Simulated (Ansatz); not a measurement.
# InHCl2O (SMILES [OH][In]([Cl])[Cl]) at PBE/def2-SVP (core potential)

Aim: the electronic atomisation energy of InHCl2O at PBE/def2-SVP (core potential), from 5 runs. 

The results are computed with Ansatz 0.2.0.

59 further runs of the same task are left out: 6 that didn't finish, 53 set aside as unsound or not needed.

## Step 1: Starting point

InHCl2O has 5 atoms, charge 0, and is taken as a singlet. SMILES: `[OH][In]([Cl])[Cl]`. The shape is that of a PBE0-D4/def2-TZVP optimisation.

Bond lengths: O1–In2 1.961 Å, In2–Cl3 2.307 Å, In2–Cl4 2.290 Å, O1–H5 0.962 Å. Angles: O1–In2–Cl3 119.6°, O1–In2–Cl4 119.8°, Cl3–In2–Cl4 120.6°, In2–O1–H5 111.7°.

## Step 2: A single-point energy at PBE/def2-SVP (core potential)

Input file run.yaml:

```yaml
crystal:
  periodic: [false, false, false]
  atoms:
    - symbol: O
      position_ang: [-0.347800, 1.510200, -0.137200]
    - symbol: In
      position_ang: [-0.087900, -0.432900, -0.100800]
    - symbol: Cl
      position_ang: [1.722600, -1.320600, 1.019900]
    - symbol: Cl
      position_ang: [-1.580600, -1.801600, -1.170600]
    - symbol: H
      position_ang: [0.343600, 1.971200, 0.347200]
basis:
  gaussian:
    orbitals: def2-SVP
hamiltonian:
  xc: {name: PBE}
accuracy: high
output: {orbitals: {seedname: orbitals}}
```

On the command line:

```sh
$ ansatz run run.yaml --threads 1 --pin off --max-ram 3480MiB --events-out events.jsonl --progress --plain --runs-dir runs
```

The log of the run:

```text
Warning: RAYON_NUM_THREADS=1 ignored (pool sized by the plan → 1); use --threads N
Functional definition: PBE
  name "PBE"
  parameter kappa = 0.804
  parameter beta = 0.06672455060314922
  exchange = pbe_x(kappa = kappa, mu = beta*pi^2/3)
  correlation = pbe_c(beta = beta)
1712 factors; integrals over basis functions are off by at most 8.7e-9 eV
mean field evaluation 1: about -32255.6219 eV, gradient 6.3e1 eV
mean field evaluation 2: about -32136.1668 eV, gradient 1.8e2 eV
mean field evaluation 4: about -32262.1624 eV, gradient 2.1e1 eV
mean field evaluation 8: about -32263.4222 eV, gradient 2.2e-1 eV
mean field evaluation 16: about -32263.4165 eV, gradient 7.8e-5 eV
mean field -32263.41651908 eV, -1185.6586881472 hartree, gradient 2.6e-8 eV, S^2 0.000000; 0 other end points of the search recorded, 0 dependent functions left out
reference -32263.41652342 eV, -1185.6586883066 hartree; 32, 32 occupied and 49, 49 virtual orbitals, 1712 factors
Total energy: -32263.41652342 eV, -1185.6586883066 hartree
```

It took 6 s on 1 thread of Arm Neoverse V2, shared host; peak memory 0.2 GiB.

## Step 3: The Cl atom, same level

Input file run.yaml:

```yaml
crystal:
  periodic: [false, false, false]
  atoms:
    - {symbol: Cl, position_ang: [0.000000, 0.000000, 0.000000]}
basis:
  gaussian:
    orbitals: def2-SVP
accuracy: high
magnetization:
  spin_polarized: true
  initial_magnetization: 1
hamiltonian:
  xc: pbe
```

On the command line:

```sh
$ ansatz run run.yaml --threads 1 --pin off --max-ram 3480MiB --events-out events.jsonl --progress --plain --runs-dir runs
```

The log of the run:

```text
Warning: RAYON_NUM_THREADS=1 ignored (pool sized by the plan → 1); use --threads N
Functional definition: PBE
  name "PBE"
  parameter kappa = 0.804
  parameter beta = 0.06672455060314922
  exchange = pbe_x(kappa = kappa, mu = beta*pi^2/3)
  correlation = pbe_c(beta = beta)
134 factors; integrals over basis functions are off by at most 2.6e-9 eV
mean field evaluation 1: about -12511.6460 eV, gradient 3.4e0 eV
mean field evaluation 2: about -12511.7044 eV, gradient 1.5e0 eV
mean field evaluation 4: about -12511.7137 eV, gradient 3.6e-1 eV
mean field evaluation 8: about -12511.7143 eV, gradient 8.2e-5 eV
mean field evaluation 16: about -12511.7143 eV, gradient 7.6e-9 eV
mean field evaluation 32: about -12511.7143 eV, gradient 1.7e-1 eV
mean field -12511.71429011 eV, -459.7970194169 hartree, gradient 4.7e-9 eV, S^2 0.751591; 2 other end points of the search recorded, 0 dependent functions left out
reference -12511.71429105 eV, -459.7970194516 hartree; 9, 8 occupied and 9, 10 virtual orbitals, 134 factors
Total energy: -12511.71429105 eV, -459.7970194516 hartree
```

Run time: 0.9 s. Hardware: 1 thread of Arm Neoverse V2, shared host.

## Step 4: The H atom

Input file job.yaml:

```yaml
basis:
  gaussian: {orbitals: def2-SVP}
crystal:
  periodic: [false, false, false]
  atoms:
    - {symbol: H, position_ang: [0.000000, 0.000000, 0.000000]}
magnetization: {spin_polarized: true, initial_magnetization: 1}
hamiltonian: {xc: pbe}
accuracy: high
```

Run the same way, it converges to -0.49863 Eh (log not shown).

## Step 5: The In atom

Input file molecule.yaml:

```yaml
crystal:
  periodic: [false, false, false]
  atoms:
    - {symbol: In, position_ang: [0.000000, 0.000000, 0.000000]}
basis:
  gaussian:
    orbitals: def2-SVP
magnetization:
  spin_polarized: true
  initial_magnetization: 1
hamiltonian:
  xc: pbe
accuracy: high
```

Run the same way, it converges to -190.11196 Eh (log not shown).

## Step 6: The O atom

Input file input.yaml:

```yaml
crystal:
  periodic: [false, false, false]
  atoms:
    - {symbol: O, position_ang: [0.000000, 0.000000, 0.000000]}
basis:
  gaussian:
    orbitals: def2-SVP
magnetization:
  spin_polarized: true
  initial_magnetization: 2
hamiltonian:
  xc: pbe
accuracy: high
```

Run the same way, it converges to -74.91467 Eh (log not shown).

## Step 7: Summary of results

Level: PBE/def2-SVP (core potential).

| quantity | value |
| --- | --- |
| molecule: total energy | -1185.65869 Eh |
| molecule: HOMO energy | -7.30 eV |
| molecule: LUMO energy | -3.24 eV |
| molecule: HOMO–LUMO gap | 4.06 eV |
| Cl atom: total energy | -459.79702 Eh |
| Cl atom: ⟨S²⟩ | 0.752 |
| H atom: total energy | -0.49863 Eh |
| H atom: ⟨S²⟩ | 0.750 |
| In atom: total energy | -190.11196 Eh |
| In atom: ⟨S²⟩ | 0.752 |
| O atom: total energy | -74.91467 Eh |
| O atom: ⟨S²⟩ | 2.002 |
| electronic atomisation energy | 14.678 eV |

Taking the molecule apart into free atoms costs 14.68 eV (338 kcal/mol), before zero-point energy and without spin-orbit coupling.
